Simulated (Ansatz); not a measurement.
# WAu (F-43m) in Ansatz: a series of runs

Aim: see how the results for WAu move with the level of theory and the settings. Levels: r2SCAN0, r2SCANh. Tasks: single point.

Program: Ansatz 0.2.0. These are calculated values, not measurements. Logs are shortened: lines on timing, memory, paths and dates and some standing lists are left out, and cuts for length are marked.

## Step 1: Starting point

The structure is cubic, space group F-43m (No. 216). Conventional cell: a = 5.496 Å, b = 5.496 Å, c = 5.496 Å, α = 90.00°, β = 90.00°, γ = 90.00°. W (site symmetry -43m) has 4 Au at 2.38 Å as nearest neighbours. Au (site symmetry -43m) has 4 W at 2.38 Å as nearest neighbours.

The cell was built by a generator and needn't be a form met in nature.

## Step 2: Single point, r2SCAN0

input

```
crystal:
  lattice:
    - [0.0, 2.74797926, 2.74797926]
    - [2.74797926, 0.0, 2.74797926]
    - [2.74797926, 2.74797926, 0.0]
  atoms:
    - { symbol: W, position: [0.0, 0.0, 0.0] }
    - { symbol: Au, position: [0.75, 0.75, 0.75] }
hamiltonian:
  xc: r2scan0
  pseudopotentials: { kind: paw }
kpoints:
  mp_grid: { grid: [4, 4, 4] }
scf:
  occupations: { method: fermi_dirac, width: 0.05 }
output:
  forces: true
  stress: true
  eigenvalues: true
  write_density: true
  write_potential: true
  elf: true
  volumetric_format: npy
```

Potentials or basis: Ansatz PAW.

The log of the run:

```text
Warning: output.stress: scf.convergence.dr2_threshold = 1e-7 eV (the SCF's general default) is looser than the 2e-10 eV advised for a printed stress (1e-10 eV for each atom of the cell: 2). What an SCF threshold leaves in a stress goes as its square root, and in the free energy as the threshold itself, and one threshold admits the most on a small cell: of the crystals measured, under no hybrid functional and no lock of the moments, on runs that ended without the residual-converged pass, on stresses that held no estimate of that error, the worst erred by over 100 MPa in a component at 1e-7 eV an atom and by under 5 at 1e-10. Set scf.convergence.dr2_threshold to 2e-10 eV or tighter. The threshold is an SCF's pass mark: one that does not reach it within its budget of iterations ends unconverged, or closes short of it on a stop that the run arms, and scf.convergence.dr2_threshold's page says what that costs each kind of run
Warning: output.stress: scf.exx.energy_threshold = 1e-6 eV is looser than the 2e-8 eV advised for a stress under a hybrid functional (1e-8 eV for each atom of the cell: 2). Every SCF of the exchange loop can meet its threshold on dr2 while the loop round them stops early: no threshold on dr2 bounds what that leaves in the stress. Set scf.exx.energy_threshold to 2e-8 eV or tighter. The threshold is the loop's pass mark: a loop that does not reach it within its budget of cycles ends unconverged, and scf.exx.energy_threshold's page has the law
GPUs: using 1 of 1 available (devices: 1).
Engine: ansatz 0.2.0, x86_64-unknown-linux-gnu
Pseudopotentials: kind: paw
Pseudopotential: W, paw, valence charge 14, recommended cutoff 500 eV (meta_gga), W.paw.azcp
Pseudopotential: Au, paw, valence charge 19, recommended cutoff 500 eV (meta_gga), Au.paw.azcp
Functional definition: r2SCAN0
  parameter a = 0.25
  parameter k0 = 0.174
  parameter k1 = 0.065
  parameter a1 = 4.9479
  exchange = (1 - a)*r2scan_x(k0 = k0, k1 = k1, a1 = a1) + a*exact_x
  correlation = r2scan_c
device memory: the entry about to start is reckoned to put 1.0 GiB on a device that reports 65.2 GiB free (of which the cap on the GPU budget leaves the run 18.0 GiB)
GPU FFT provider: cuFFT
GPU libraries: cuBLAS 13.8.2, cuFFT 12.4.0, cuSOLVER 12.3.4
Crystal: 2 atoms, lattice volume = 41.502 Å³
Basis set: ecut = 500 eV, 1067 PW (Γ), exchange–correlation on 120×120×120 points (64 copies of the dense FFT grid, shifted against one another)
Bands: 21, of which v1, the nominal top of the filled ones, is band 17 counted from 1 (16 counted from 0)
Symmetry: 24 space group operations
Space group: F-43m (ITA 216), of the structure as read, at distance tolerance 3.5e-5 Å
k-points: 8 of 64 (time reversal used)
Non-local potential: W, projectors of the file, l = 0: 3, l = 1: 2, l = 2: 2, l = 3: 1
Non-local potential: Au, projectors of the file, l = 0: 3, l = 1: 2, l = 2: 2, l = 3: 1
PAW form: soft (Blöchl's): semilocal exchange-correlation on the pseudo side does not see the compensation charge
PAW frozen core: W, regenerated for the run's functional, and the local potential with it (the file was generated under x = pbe(κ = 0.804, μ = 0.2195149727645171), c = pbe(β = 0.06672455060314922))
PAW frozen core: Au, regenerated for the run's functional, and the local potential with it (the file was generated under x = pbe(κ = 0.804, μ = 0.2195149727645171), c = pbe(β = 0.06672455060314922))
PAW one-centre angular grid: W, 590 points (default); XC on 160 Gauss nodes
PAW one-centre angular grid: Au, 590 points (default); XC on 160 Gauss nodes
Initial density: superposition of atomic densities (neutral atoms: chi_scale 0, normalization atom), corrected by the library's trained network
Initial wavefunctions: pseudopotential atomic-orbital guess
GPU buffer pool allocated for 27000 grid points (all kernels)
GPU transforms: local potential and band sums: pruned to the plane-wave sphere, on 30×30×30
Functional: x = r2scan, c = r2scan; τ floored in thin density (d = 2e-4 eV/Å³), warm-up for x = 0.75 r2scan + 0.25 exact, c = r2scan; τ floored in thin density (d = 2e-4 eV/Å³)
SCF iter   1: F=—  HF=-23556.093186 eV  |F-HF|=—  |Δ(HF+E_count)|=         —  Δρ=8.41e-3  dr2=3.12e-2  dr2_τ=8.61e-2  ethr=1.77e-3  ⟨swp⟩=7.6  Hψ=677  notcnv=0
preconditioner: auto → Kerker (q_TF=auto, 2.626 Å⁻¹)  [metal: Δε(μ)=0.078 eV  Ē_g=8.492 eV  σ=0.050 eV  W_gap=0.34  n_scr=14 (ndim 8)  ℏωp=23.8 eV  f_vac=0.000  D(μ)=7.15/eV (n_scr^D=112)]
SCF iter   2: F=—  HF=-23556.129589 eV  |F-HF|=—  |Δ(HF+E_count)|=   3.64e-2  Δρ=4.46e-3  dr2=8.31e-3  dr2_τ=7.70e-4  ethr=9.46e-5  ⟨swp⟩=4.1  Hψ=399  notcnv=0  defer=1
preconditioner: auto → none  [insulator: Δε(μ)=0.482 eV  Ē_g=8.616 eV  σ=0.050 eV  W_gap=0.50  n_scr=14 (ndim 8)  ℏωp=23.8 eV  f_vac=0.000  D(μ)=7.63/eV (n_scr^D=136)]
SCF iter   3: F=—  HF=-23556.133503 eV  |F-HF|=—  |Δ(HF+E_count)|=   3.91e-3  Δρ=4.86e-3  dr2=1.45e-2  dr2_τ=1.78e-3  ethr=2.52e-5  ⟨swp⟩=3.8  Hψ=447  notcnv=0  defer=1
iter 4 solved again at ethr=4.22e-7 eV; its pass at ethr=2.52e-5 eV (dr2=1.39e-4 eV) is discarded
SCF iter   4: F=—  HF=-23556.130759 eV  |F-HF|=—  |Δ(HF+E_count)|=   2.74e-3  Δρ=7.18e-4  dr2=1.40e-4  dr2_τ=3.88e-5  ethr=4.22e-7  ⟨swp⟩=2.5  Hψ=706  notcnv=0
SCF iter   5: F=—  HF=-23556.130837 eV  |F-HF|=—  |Δ(HF+E_count)|=   7.73e-5  Δρ=3.68e-4  dr2=2.74e-5  dr2_τ=3.97e-6  ethr=4.22e-7  ⟨swp⟩=3.2  Hψ=362  notcnv=0
SCF iter   6: F=—  HF=-23556.130852 eV  |F-HF|=—  |Δ(HF+E_count)|=   1.58e-5  Δρ=9.10e-5  dr2=1.79e-6  dr2_τ=1.16e-7  ethr=8.31e-8  ⟨swp⟩=3.0  Hψ=335  notcnv=0
SCF iter   7: F=—  HF=-23556.130854 eV  |F-HF|=—  |Δ(HF+E_count)|=   1.57e-6  Δρ=1.90e-5  dr2=2.08e-7  dr2_τ=1.21e-8  ethr=5.43e-9  ⟨swp⟩=3.0  Hψ=370  notcnv=0
SCF iter   8: F=—  HF=-23556.130854 eV  |F-HF|=—  |Δ(HF+E_count)|=   1.97e-8  Δρ=2.79e-6  dr2=2.65e-9  dr2_τ=1.94e-10  ethr=6.30e-10  ⟨swp⟩=3.2  Hψ=345  notcnv=0
SCF iter   9: F=-23556.130854 eV  HF=-23556.130854 eV  |F-HF|=6.55e-11  |Δ(HF+E_count)|=   3.03e-9  Δρ=8.65e-7  dr2=2.85e-10  dr2_τ=2.97e-11  ethr=8.03e-12  ⟨swp⟩=3.4  Hψ=394  notcnv=0
SCF 1 converged in 9 iterations: F = -23556.130854 eV  dr2 = 2.85e-10
[... 49 lines left out ...]
hybrid outer 3: dexx = +6.710e-4 eV, tail = 4.99e-2 eV, Δε = 1.02e-1 eV (about 3.52e-2 eV left of the loop's levels)
GPU FFT provider: cuFFT
GPU libraries: cuBLAS 13.8.2, cuFFT 12.4.0, cuSOLVER 12.3.4
GPU buffer pool allocated for 27000 grid points (all kernels)
GPU transforms: local potential and band sums: pruned to the plane-wave sphere, on 30×30×30
Exchange kernel: α = 0.2500, full range, Wigner–Seitz truncation, v(0) = 6648.8370 eV·Å³, q-mesh 4×4×4, nearest image of the exchange supercell L = 15.54 Å, pair-density grid 18×18×18, without the augmentation charges, whose exchange is taken in its separable form by FFT convolution over the k-point mesh (sized by the pseudopotential files, 24×24×24 at the most), smooth part of the exact exchange by density-matrix convolution in up to 1.41 GiB of GPU memory as planned if the GPU has room (build and FFT work areas not counted)
Frozen-core exchange: fock
SCF iter   1: F=—  HF=-23548.286011 eV  |F-HF|=—  |Δ(HF+E_count)|=         —  Δρ=3.22e-4  dr2=4.19e-5  dr2_τ=1.99e-6  ethr=3.94e-6  ⟨swp⟩=2.5  Hψ=340  notcnv=0
preconditioner: auto → none  [insulator: Δε(μ)=0.488 eV  Ē_g=10.369 eV  σ=0.050 eV  W_gap=0.83  n_scr=14 (ndim 8)  ℏωp=23.8 eV  f_vac=0.000  D(μ)=2.09/eV (n_scr^D=14)]
SCF iter   2: F=—  HF=-23548.286012 eV  |F-HF|=—  |Δ(HF+E_count)|=   1.61e-6  Δρ=5.33e-5  dr2=2.69e-5  dr2_τ=1.59e-7  ethr=5.35e-8  ⟨swp⟩=3.0  Hψ=336  notcnv=0
SCF iter   3: F=—  HF=-23548.286172 eV  |F-HF|=—  |Δ(HF+E_count)|=   1.60e-4  Δρ=1.52e-4  dr2=7.92e-6  dr2_τ=4.61e-7  ethr=5.02e-9  ⟨swp⟩=3.8  Hψ=423  notcnv=0
SCF iter   4: F=—  HF=-23548.286173 eV  |F-HF|=—  |Δ(HF+E_count)|=   6.84e-7  Δρ=2.22e-5  dr2=5.54e-6  dr2_τ=2.10e-8  ethr=5.02e-9  ⟨swp⟩=3.0  Hψ=334  notcnv=0
SCF iter   5: F=—  HF=-23548.286194 eV  |F-HF|=—  |Δ(HF+E_count)|=   2.10e-5  Δρ=1.67e-4  dr2=3.69e-6  dr2_τ=5.41e-7  ethr=4.04e-10  ⟨swp⟩=4.5  Hψ=540  notcnv=0
SCF iter   6: F=—  HF=-23548.286195 eV  |F-HF|=—  |Δ(HF+E_count)|=   7.16e-7  Δρ=1.48e-5  dr2=7.63e-8  dr2_τ=2.72e-9  ethr=4.04e-10  ⟨swp⟩=4.0  Hψ=416  notcnv=0
SCF iter   7: F=—  HF=-23548.286195 eV  |F-HF|=—  |Δ(HF+E_count)|=   1.06e-9  Δρ=1.15e-6  dr2=4.03e-8  dr2_τ=6.61e-11  ethr=1.16e-10  ⟨swp⟩=3.0  Hψ=324  notcnv=0
Mixer restart at iter 7: flushing history
SCF iter   8: F=—  HF=-23548.286195 eV  |F-HF|=—  |Δ(HF+E_count)|=   1.04e-7  Δρ=7.02e-6  dr2=1.35e-8  dr2_τ=1.28e-9  ethr=1.57e-12 (applied; sched 1.00e-12)  ⟨swp⟩=5.0  Hψ=563  notcnv=0
SCF iter   9: F=—  HF=-23548.286195 eV  |F-HF|=—  |Δ(HF+E_count)|=   5.20e-9  Δρ=5.58e-6  dr2=1.98e-8  dr2_τ=2.51e-9  ethr=1.42e-12 (applied; sched 1.00e-12)  ⟨swp⟩=4.4  Hψ=508  notcnv=0
SCF iter  10: F=-23548.286195 eV  HF=-23548.286195 eV  |F-HF|=1.78e-10  |Δ(HF+E_count)|=   4.19e-9  Δρ=1.97e-6  dr2=7.00e-10  dr2_τ=1.03e-10  ethr=1.40e-12 (applied; sched 1.00e-12)  ⟨swp⟩=4.0  Hψ=501  notcnv=0
SCF 5 converged in 10 iterations: F = -23548.286195 eV  dr2 = 7.00e-10
  Residual-converged pass: ⟨swp⟩=1.4  Hψ=171  notcnv=0  max |occ|·‖R‖ = 2.4e-6 eV (tolerance 2.4e-6 eV)  dr2=7.00e-10  dr2_τ=1.03e-10  dr2_onsite=6.00e-11  max |Δocc| = 4.4e-16
hybrid outer 4: dexx = +1.760e-4 eV, tail = 8.99e-6 eV, Δε = 2.86e-2 eV (about 7.91e-3 eV left of the loop's levels)
GPU FFT provider: cuFFT
GPU libraries: cuBLAS 13.8.2, cuFFT 12.4.0, cuSOLVER 12.3.4
GPU buffer pool allocated for 27000 grid points (all kernels)
GPU transforms: local potential and band sums: pruned to the plane-wave sphere, on 30×30×30
Exchange kernel: α = 0.2500, full range, Wigner–Seitz truncation, v(0) = 6648.8370 eV·Å³, q-mesh 4×4×4, nearest image of the exchange supercell L = 15.54 Å, pair-density grid 18×18×18, without the augmentation charges, whose exchange is taken in its separable form by FFT convolution over the k-point mesh (sized by the pseudopotential files, 24×24×24 at the most), smooth part of the exact exchange by density-matrix convolution in up to 1.41 GiB of GPU memory as planned if the GPU has room (build and FFT work areas not counted)
Frozen-core exchange: fock
SCF iter   1: F=—  HF=-23548.286194 eV  |F-HF|=—  |Δ(HF+E_count)|=         —  Δρ=3.34e-6  dr2=1.34e-9  dr2_τ=1.40e-9  ethr=1.65e-9  ⟨swp⟩=4.4  Hψ=429  notcnv=0
preconditioner: auto → none  [insulator: Δε(μ)=0.494 eV  Ē_g=10.370 eV  σ=0.050 eV  W_gap=0.83  n_scr=14 (ndim 8)  ℏωp=23.8 eV  f_vac=0.000  D(μ)=2.09/eV (n_scr^D=14)]
SCF iter   2: F=-23548.286194 eV  HF=-23548.286194 eV  |F-HF|=1.06e-10  |Δ(HF+E_count)|=   2.10e-9  Δρ=1.51e-6  dr2=4.36e-10  dr2_τ=1.74e-10  ethr=3.48e-12  ⟨swp⟩=3.6  Hψ=412  notcnv=0  defer=1
SCF 6 converged in 2 iterations: F = -23548.286194 eV  dr2 = 4.36e-10
  Residual-converged pass: ⟨swp⟩=2.0  Hψ=271  notcnv=0  max |occ|·‖R‖ = 2.1e-6 eV (tolerance 2.4e-6 eV)  dr2=4.36e-10  dr2_τ=1.74e-10  dr2_onsite=3.38e-11  max |Δocc| = 4.4e-16
hybrid outer 5: dexx = +2.207e-9 eV, tail = 1.36e-9 eV, Δε = 8.66e-5 eV (about 1.80e-5 eV left of the loop's levels), ΔF = 1.85e-17 eV/Å (tail 5.83e-18)
hybrid SCF converged: 5 outer / 28 inner (+9 warm-up), last move |dexx| = 2.21e-9 eV, tail = 1.36e-9 eV
Stability not checked: this state was not tested for a lower state beside it, because the functional holds exact exchange (a hybrid, or Hartree-Fock), whose exchange loop this test does not read (fock_operator; see scf.lower_state_search)
Free energy (F): -23548.286194 eV
Frozen-core exchange: fock
Harris-Foulkes:  -23548.286194 eV  (|F-HF|=1.06e-10)
Internal energy: -23548.269185 eV  (E = F + TS)
E sigma→0 (E₀):  -23548.277690 eV
Entropy (-TS):   -0.017009 eV (-8.505 meV/atom)
Fermi energy:    16.218825 eV
--- Per-component energies (eV) ---
  E_band       = -595.523101
  E_kinetic    = 1059.661126
  E_local      = -3368.765996  (includes V_loc(G=0)·N_el)
  E_nonlocal   = 74.439079
  E_hartree    = 1377.148308
  E_xc         = -363.015305
  E_vxc        = -435.846171  (∫ρ·V_xc dr)
  E_exx        = -124.319678  (= α·E_x^exact, valence–valence)
  E_paw        = -18293.663393  (= ΣΔE_a)
  E_vpaw       = -455.548992  (= ΣTr[D̂ρ^β])
  E_aug_tail   = 0.000623  (compensation charges beyond the density's cutoff)
  E_vtau       = 24.879389  (kinetic-family band-sum trace: ∫τ·v_τ [+ j·A + Jᵃ·Aᵃ] dr)
  E_ewald      = -3904.385016
  E_core_change = -5.368933  (= ΣΔE_core)
  E_smearing   = -0.017009  (= −TS)
  E_closure    = 0.000000  (closes the sum)
  Σ components = -23548.286194   (vs F -23548.286194, Δ=0.00e0)
--- Forces (eV/Å), atoms counted from 1 ---
  atom   1  W      0.00000000     0.00000000    -0.00000000
  atom   2  Au     0.00000000    -0.00000000     0.00000000
  max |Σ_I F_I| component: 3.47e-16 eV/Å
--- Stress (GPa, compression-positive) ---
       26.092339       0.000000      -0.000000
       -0.000000      26.092339       0.000000
       -0.000000       0.000000      26.092339
  P = ⅓ Tr σ = 26.0923 GPa (260.923 kbar)
--- Band table (eV; the first three rows and the last of 8) ---
  k-point 0: bands = ["-98.1835", "-63.4621", "-47.8387", "-47.8387", "-47.8387", "-25.9507", "-25.9507", "-25.9507", "6.0236", "7.7392", "7.7392", "8.1473", "8.1473", "8.1473", "14.6763", "14.6763", "14.6763", "19.2552", "19.2552", "26.9798", "29.4779"]
  k-point 1: bands = ["-98.1837", "-63.4633", "-47.8402", "-47.8402", "-47.8349", "-25.9762", "-25.9475", "-25.9475", "7.0991", "7.6056", "7.6056", "8.1489", "8.3807", "8.3807", "13.6584", "15.0498", "15.0498", "18.9805", "18.9805", "24.3244", "26.9781"]
  k-point 2: bands = ["-98.1836", "-63.4650", "-47.8420", "-47.8420", "-47.8309", "-26.0055", "-25.9462", "-25.9462", "7.4588", "7.9771", "7.9771", "8.0373", "8.0373", "9.2908", "13.2920", "15.4983", "15.4983", "18.8992", "18.8992", "19.8759", "26.4394"]
  k-point 7: bands = ["-98.1837", "-63.4654", "-47.8465", "-47.8458", "-47.8221", "-26.0072", "-25.9628", "-25.9433", "7.1813", "7.2165", "7.9225", "8.5168", "8.6527", "10.6899", "13.6219", "14.4817", "18.1437", "19.2843", "19.5462", "19.7020", "20.4180"]
```

Run time: 15 s. Hardware: 1 × NVIDIA H100 80GB HBM3 with 2 threads of AMD EPYC 7R13 (Zen 3), shared host; peak memory 1.7 GiB.

Results:

| Property | Result |
| --- | --- |
| Free energy | -23548.2862 eV |
| Pressure | 26.1 GPa |
| Band gap on the k mesh | none (metal or under the smearing width) |

Caveat: the k mesh is coarse (spacing up to 0.50 Å⁻¹), so the values aren't converged, least of all with exact exchange; so large a pressure means that the cell lies far from this level's equilibrium, or that cutoff or potentials fall short; the PAW data sets come from PBE, with cores solved anew for the run's functional, which leaves a small shift of forces and pressure; the thresholds are loose for stress.

## Step 3: Single point, r2SCANh

Edit input of step 2 so:

```diff
@@ -9,3 +9,3 @@
 hamiltonian:
-  xc: r2scan0
+  xc: r2scanh
   pseudopotentials: { kind: paw }
@@ -19,5 +19 @@
   eigenvalues: true
-  write_density: true
-  write_potential: true
-  elf: true
-  volumetric_format: npy
```

Potentials or basis: Ansatz PAW.

The log of the run:

```text
Warning: output.stress: scf.convergence.dr2_threshold = 1e-7 eV (the SCF's general default) is looser than the 2e-10 eV advised for a printed stress (1e-10 eV for each atom of the cell: 2). What an SCF threshold leaves in a stress goes as its square root, and in the free energy as the threshold itself, and one threshold admits the most on a small cell: of the crystals measured, under no hybrid functional and no lock of the moments, on runs that ended without the residual-converged pass, on stresses that held no estimate of that error, the worst erred by over 100 MPa in a component at 1e-7 eV an atom and by under 5 at 1e-10. Set scf.convergence.dr2_threshold to 2e-10 eV or tighter. The threshold is an SCF's pass mark: one that does not reach it within its budget of iterations ends unconverged, or closes short of it on a stop that the run arms, and scf.convergence.dr2_threshold's page says what that costs each kind of run
Warning: output.stress: scf.exx.energy_threshold = 1e-6 eV is looser than the 2e-8 eV advised for a stress under a hybrid functional (1e-8 eV for each atom of the cell: 2). Every SCF of the exchange loop can meet its threshold on dr2 while the loop round them stops early: no threshold on dr2 bounds what that leaves in the stress. Set scf.exx.energy_threshold to 2e-8 eV or tighter. The threshold is the loop's pass mark: a loop that does not reach it within its budget of cycles ends unconverged, and scf.exx.energy_threshold's page has the law
[... 217 lines left out ...]
  k-point 0: bands = ["-95.4160", "-61.0696", "-45.7633", "-45.7633", "-45.7633", "-24.2996", "-24.2996", "-24.2996", "6.9012", "8.6723", "8.6723", "9.0554", "9.0554", "9.0554", "15.1341", "15.1341", "15.1341", "18.8607", "18.8607", "26.5150", "28.9748"]
  k-point 1: bands = ["-95.4160", "-61.0711", "-45.7646", "-45.7646", "-45.7598", "-24.3183", "-24.2960", "-24.2960", "7.9350", "8.5384", "8.5384", "9.0235", "9.2798", "9.2798", "14.1441", "15.4490", "15.4490", "18.6274", "18.6274", "23.7573", "26.5316"]
  k-point 2: bands = ["-95.4160", "-61.0727", "-45.7660", "-45.7660", "-45.7562", "-24.3383", "-24.2933", "-24.2933", "8.3546", "8.8845", "8.8845", "8.9527", "8.9527", "9.9995", "13.7544", "15.8709", "15.8709", "18.5261", "18.5261", "19.4349", "26.0078"]
  k-point 7: bands = ["-95.4161", "-61.0735", "-45.7704", "-45.7693", "-45.7479", "-24.3419", "-24.3036", "-24.2879", "8.1204", "8.1564", "8.8121", "9.4071", "9.5375", "11.3132", "14.1363", "14.8362", "17.8731", "18.8941", "19.2835", "19.2869", "19.9420"]
```

Wall time 25 s (1 × NVIDIA H100 80GB HBM3 with 2 threads of AMD EPYC 7R13 (Zen 3), shared host); peak memory 1.7 GiB.

Results:

```yaml
Free_energy: -23552.9708 eV
Pressure: 28.2 GPa
Band_gap_on_the_k_mesh: none (metal or under the smearing width)
```

Caveat: the k mesh is coarse (spacing up to 0.50 Å⁻¹), so the values aren't converged, least of all with exact exchange; a pressure of tens of GPa on the cell as given is suspect, and the run, the potentials or the cell itself is likely at fault; the PAW data sets come from PBE, with cores solved anew for the run's functional, which leaves a small shift of forces and pressure; the thresholds are loose for stress. Spin-orbit coupling is left out, which matters for the levels of Au, W.
